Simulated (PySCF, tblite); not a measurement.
**C6H10OSi: geometry, infrared bands and NMR shifts**

What infrared bands and NMR shifts should C6H10OSi (`CC#C[C@@H]1[SiH2]O[C@@H]1C`) show?

The runs use tblite 0.8.0 and PySCF 2.14.0, with density-fitted response routines of our own; the level of theory stands in each step. All values are computed, except where a source is named. Atoms count from 0, in the outputs and in this text.

**1. The molecule as given**

18 atoms, charge 0, multiplicity 1; geometry from: force field or distance geometry start.

Bonds of the start (Å): C0–C1 1.47, C1–C2 1.20, C2–C3 1.45, C3–Si4 1.86, Si4–O5 1.67, O5–C6 1.46, C6–C7 1.53, C6–C3 1.57, C0–H8 1.09, C0–H9 1.10, C0–H10 1.09, C3–H11 1.11, Si4–H12 1.48, Si4–H13 1.50, C6–H14 1.11, C7–H15 1.10, C7–H16 1.10, C7–H17 1.09.

**2. Geometry optimisation with GFN2-xTB**

What the job is given:

```
{"job": {"kind": "relax", "xc": "GFN2-xTB", "basis": "xTB"}, "charge": 0, "multiplicity": 1}
C      3.101900     1.244500     0.116500
C      1.869800     0.467000     0.307900
C      0.880700    -0.182700     0.481100
C     -0.335900    -0.939900     0.682100
Si    -0.774300    -2.134500    -0.679600
O     -1.899200    -0.942500    -0.988600
C     -1.708100    -0.285900     0.302600
C     -1.786800     1.231000     0.154900
H      3.719500     0.804100    -0.667200
H      2.846800     2.272200    -0.171200
H      3.682600     1.285600     1.034800
H     -0.364700    -1.423200     1.680300
H     -1.452200    -3.378900    -0.237000
H      0.195600    -2.265300    -1.810600
H     -2.515700    -0.586600     1.001100
H     -1.572700     1.724800     1.112200
H     -2.801000     1.526200    -0.151200
H     -1.095100     1.590400    -0.606300
```

Launch:

```console
OMP_NUM_THREADS=1 python probes_run.py task.json out
```

One launch serves the whole session: the jobs run in the order shown.

**Question.** This job is followed by: GFN2-xTB harmonic vibrations, gas phase; GIAO PBE0/pcSseg-1 NMR shielding, non-relativistic, gas phase. Predict these results of the whole session: strongest single infrared mode (GFN2-xTB); zero-point energy (GFN2-xTB); 13C shifts against TMS (PBE0/pcSseg-1); 1H shifts against TMS (PBE0/pcSseg-1, means over atoms taken as alike); 29Si shifts against TMS (PBE0/pcSseg-1); 17O shifts against H2O (PBE0/pcSseg-1); surface potential, 1st and 99th percentile.

The runs gave:

| quantity | value |
| --- | --- |
| strongest single infrared mode (GFN2-xTB) | 2308 cm⁻¹, 485 km/mol |
| zero-point energy (GFN2-xTB) | 87.0 kcal/mol |
| 13C shifts against TMS (PBE0/pcSseg-1) | 88.2, 82.5, 82.3, 29.3, 26.1, 5.2 ppm |
| 1H shifts against TMS (PBE0/pcSseg-1, means over atoms taken as alike) | 5.72, 5.64, 5.01, 3.41, 2.06, 1.62 ppm |
| 29Si shifts against TMS (PBE0/pcSseg-1) | 12.4 ppm |
| 17O shifts against H2O (PBE0/pcSseg-1) | 68.9 ppm |
| surface potential, 1st and 99th percentile | -1.58 V and 1.48 V |

**Reading.** The optimisation took 83 steps and gained 0.274 eV; among the close pairs (by a distance rule), C3–Si4 changed most, from 1.864 to 1.924 Å. All 48 modes are real, so the xTB geometry is a minimum. The strongest single mode, at 2308 cm⁻¹, moves mainly H12 and H13. GFN2-xTB is a fitted tight-binding method: band positions and strengths are rough. Its intensities can rank the bands wrongly. At PBE0/pcSseg-1: Shielding is most anisotropic at C2 (span 259 ppm, paramagnetic term -153 ppm).
